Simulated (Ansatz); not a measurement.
# Cl2H3OSi: the cost of one run

All numbers below are computed with Ansatz 0.2.0 (UKS BHLYP-D4/def2-SVP).

### 1 Starting point

Bond lengths: Si1–Cl3 2.130 Å, Si1–Cl4 2.128 Å, Si1–H5 1.459 Å, O6–H7 1.010 Å. Angles: Cl3–Si1–Cl4 109.5°, Cl3–Si1–H5 109.5°, Cl4–Si1–H5 109.5°.

Structure file:

```xyz
7

Si    0.0000    0.0000    0.0000
H     0.0000    0.0000    1.7100
Cl    2.0086    0.0000   -0.7093
Cl   -1.0032    1.7381   -0.7093
H    -0.6877   -1.1914   -0.4862
O     0.0000    0.0000    3.0200
H    -0.5144   -0.8011    3.3571
```

### 2 A restrained relaxation towards end A

Springs on the bonds that form and break draw the guess towards this end; the thresholds are loose.

input.yaml reads:

```yaml
crystal:
  periodic: [false, false, false]
  atoms:
    - { symbol: Si, position_ang: [0.0, 0.0, 0.0] }
    - { symbol: H, position_ang: [0.0, 0.0, 1.71] }
    - { symbol: Cl, position_ang: [2.0086, 0.0, -0.7093] }
    - { symbol: Cl, position_ang: [-1.0032, 1.7381, -0.7093] }
    - { symbol: H, position_ang: [-0.6877, -1.1914, -0.4862] }
    - { symbol: O, position_ang: [0.0, 0.0, 3.02] }
    - { symbol: H, position_ang: [-0.5144, -0.8011, 3.3571] }
magnetization:
  spin_polarized: true
  initial_magnetization: 1
basis:
  gaussian: { orbitals: def2-SVP }
hamiltonian:
  xc: { name: BHLYP }
  dispersion: d4
relax:
  f_tol: 0.15
  max_steps: 25
  restrain:
    - { distance: [1, 5], at: 2.21, k: 30.0 }
    - { distance: [0, 1], at: 1.46, k: 30.0 }
```

Launch:

```bash
$ ansatz run input.yaml --threads 2 --pin off --max-ram 3072MiB --backend cpu --events-out ev --progress --plain --runs-dir out
```

Q: Estimate wall time and peak memory on 2 threads of Arm Neoverse V1, shared host.

About 60 s, with a peak of 0.26 GiB.
